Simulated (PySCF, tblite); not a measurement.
**C₂H₁₄ClPSi₄: geometry, infrared bands and NMR shifts**

What infrared bands and NMR shifts should C₂H₁₄ClPSi₄ (`[SiH3]CC[Si@@H](Cl)P([SiH3])[SiH3]`) show?

Programs: tblite 0.8.0 and PySCF 2.14.0, with density-fitted response routines of our own. Each step states its level of theory. These are calculated values for one molecule in the gas phase, unless marked as measured. Atoms count from 0, in the outputs and in this text.

### Step 1. The molecule as given

22 atoms, charge 0, multiplicity 1; geometry from: force field or distance geometry start.

Bonds of the start (Å): Si0–C1 1.85, C1–C2 1.51, C2–Si3 1.88, Si3–Cl4 2.13, Si3–P5 2.17, P5–Si6 2.20, P5–Si7 2.18, Si0–H8 1.48, Si0–H9 1.47, Si0–H10 1.47, C1–H11 1.12, C1–H12 1.10, C2–H13 1.08, C2–H14 1.13, Si3–H15 1.46, Si6–H16 1.48, Si6–H17 1.46, Si6–H18 1.48, Si7–H19 1.48, Si7–H20 1.49, Si7–H21 1.47.

### Step 2. Optimising the geometry with GFN2-xTB

What the job is given:

```
{"job": {"kind": "relax", "xc": "GFN2-xTB", "basis": "xTB"}, "charge": 0, "multiplicity": 1}
Si     4.031500     0.823600     0.346800
C      2.507900    -0.185000     0.042500
C      1.221300     0.542300     0.344400
Si    -0.099800    -0.735000    -0.061000
Cl     0.444900    -2.452400     1.078200
P     -2.112200    -0.145400     0.512700
Si    -3.458400    -1.805700    -0.021900
Si    -2.849000     1.649600    -0.491600
H      4.148000     1.915400    -0.649500
H      4.126500     1.352900     1.717700
H      5.211900    -0.032900     0.141800
H      2.530000    -1.063600     0.741600
H      2.474800    -0.626100    -0.961900
H      1.162800     0.929600     1.355000
H      1.110100     1.438600    -0.341700
H      0.032500    -1.075400    -1.474200
H     -2.669100    -2.820100    -0.749200
H     -4.521500    -1.380200    -0.931900
H     -3.986300    -2.474500     1.185000
H     -4.225500     1.342600    -0.948400
H     -2.996400     2.792900     0.453600
H     -2.094200     2.028200    -1.689600
```

Launch:

```sh
$ OMP_NUM_THREADS=1 python probes_run.py task.json out
```

This one command runs all jobs of the session in turn.

**Question.** This job is followed by: GFN2-xTB harmonic vibrations, gas phase; GIAO PBE0/pcSseg-1 NMR shielding, non-relativistic, gas phase. Predict these results of the whole session: strongest single infrared mode (GFN2-xTB); zero-point energy (GFN2-xTB); 13C shifts against TMS (PBE0/pcSseg-1); 1H shifts against TMS (PBE0/pcSseg-1, means over atoms taken as alike); 29Si shifts against TMS (PBE0/pcSseg-1, means over atoms taken as alike); 35Cl shifts against HCl (PBE0/pcSseg-1); 31P shifts against H3PO4 (PBE0/pcSseg-1).

As calculated:

```
                                                                quantity                                         value
                               strongest single infrared mode (GFN2-xTB)                         2270 cm⁻¹, 446 km/mol
                                            zero-point energy (GFN2-xTB)                                 87.3 kcal/mol
                                  13C shifts against TMS (PBE0/pcSseg-1)                                 19.9, 3.8 ppm
  1H shifts against TMS (PBE0/pcSseg-1, means over atoms taken as alike)  5.45, 4.11, 3.88, 1.11, 0.94, 0.85, 0.51 ppm
29Si shifts against TMS (PBE0/pcSseg-1, means over atoms taken as alike)                        20.3, -66.3, -82.3 ppm
                                 35Cl shifts against HCl (PBE0/pcSseg-1)                                       -24 ppm
                                31P shifts against H3PO4 (PBE0/pcSseg-1)                                    -337.5 ppm
```

The optimisation took 210 steps and gained 0.534 eV; among the close pairs (by a distance rule), Si3–Cl4 changed most, from 2.132 to 2.016 Å. All 60 modes are real, so the xTB geometry is a minimum. Unscaled tight-binding wavenumbers are off by several per cent, some by more. Its intensities can rank the bands wrongly. At PBE0/pcSseg-1: The largest span, 133 ppm, is at P5, where the paramagnetic term is -317 ppm.
